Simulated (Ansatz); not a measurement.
# W (Tungsten): a single-point run

The task is a single-point run on W (Tungsten).

Method: Kohn-Sham DFT, with the functional, basis and potentials that each input names (as first typed), in Ansatz 0.2.0.

## 1. The starting structure

Symmetry: Im-3m, No. 229, cubic system. The conventional cell has a = 3.165 Å, b = 3.165 Å, c = 3.165 Å, α = 90.00°, β = 90.00°, γ = 90.00°. W (site symmetry m-3m) has 8 W at 2.74 Å as nearest neighbours.

Structure file:

```
W
1.0
    -1.58234    1.58234    1.58234
     1.58234   -1.58234    1.58234
     1.58234    1.58234   -1.58234
W
1
Direct
  0.00000 0.00000 0.00000
```

## 2. The calculation

Contents of input.yaml:

```yaml
crystal:
  lattice:
    - [-1.582345, 1.582345, 1.582345]
    - [1.582345, -1.582345, 1.582345]
    - [1.582345, 1.582345, -1.582345]
  atoms:
    - { symbol: W, position: [0.0, 0.0, 0.0], spin: 1.6 }
magnetization:
  spin_polarized: true
  initial_magnetization: 1.6
  spin_locking: { lock_magnetization: hard }
kpoints:
  mp_grid: { grid: [17, 17, 17] }
scf:
  occupations: { method: fermi_dirac, width: 0.03 }
  lower_state_search: "off"
  max_iter: 75
hamiltonian:
  xc: pbe
  pseudopotentials: { kind: paw }
  hubbard: { sites: [{ species: W, l: f, u_eff: 4.0 }] }
output:
  forces: true
  stress: true
  eigenvalues: true
```

On the command line:

```bash
$ ansatz run input.yaml --threads 1 --pin off --max-ram 3072MiB --backend cpu --events-out ev --progress --plain --runs-dir out
```

What happens when this is run?

The program refused the input before any cycle. Its message: «inconsistent input (hamiltonian.hubbard.sites[].l, hamiltonian.hubbard.sites[].shell): hamiltonian.hubbard: the W pseudopotential carries no l=3 pseudo-atomic shell — pick an l its table provides»

Look at the input: hamiltonian.hubbard.sites is [{species: W, l: f, u_eff: 4.0}]. There is no such shell to put a U on.

What to do: delete hamiltonian.hubbard.sites.
